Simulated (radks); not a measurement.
**Tm²⁺ in [Kr] 4d10 4f13 5s2 5p5 5d1: an all-electron calculation**

Wanted: eigenvalues, radial structure and energy terms of the thulium ion Tm2+.

Program: radks (a radial shooting solver on a logarithmic mesh, Libxc functionals) version 1. Level of theory: scalar-relativistic Kohn-Sham, PBE, spin-polarised, spherical densities, point nucleus; open shells are filled with parallel spins first. These are calculated values, not measurements, unless marked.

### Step 1. Starting point

| Item | Value |
| --- | --- |
| element | thulium (Z = 69) |
| charge | +2 |
| electrons | 67 |
| configuration | [Kr] 4d10 4f13 5s2 5p5 5d1 |

Outer shells as boxes (Hund's rule):

Tm²⁺
```
[Kr] core
4d [↑↓][↑↓][↑↓][↑↓][↑↓]
4f [↑↓][↑↓][↑↓][↑↓][↑↓][↑↓][↑ ]
5s [↑↓]
5p [↑↓][↑↓][↑ ]
5d [↑ ][  ][  ][  ][  ]
```

### Step 2. Self-consistent calculation

The run's settings:

```text
Z 69
configuration [Kr] 4d10 4f13 5s2 5p5 5d1 6s0 6p0 5f0 6d0
relativity scalar-relativistic
functional pbe,pbe
spin polarised
nucleus point
c 137.035999084
```

What does the calculation give?

As calculated:

```
                        quantity                   value
                    total energy     -13565.7797 hartree
exchange-correlation share of it                  2.10 %
                            −T/E                  1.0871
          highest occupied level       5d up, -15.563 eV
    most extended occupied level  5d up, <r> = 2.29 bohr
 radius at density 0.001 e/bohr³               3.63 bohr
    maxima of the radial density                       4
```

**Reading.** The radial density shows 4 maxima for 5 occupied principal shells; where shells overlap, one shows as a shoulder or not at all. Relativity lifts −T/E to 1.087. This is not the tabulated ground configuration, so its levels and sizes aren't those of the ground state, and no measured value stands beside it.
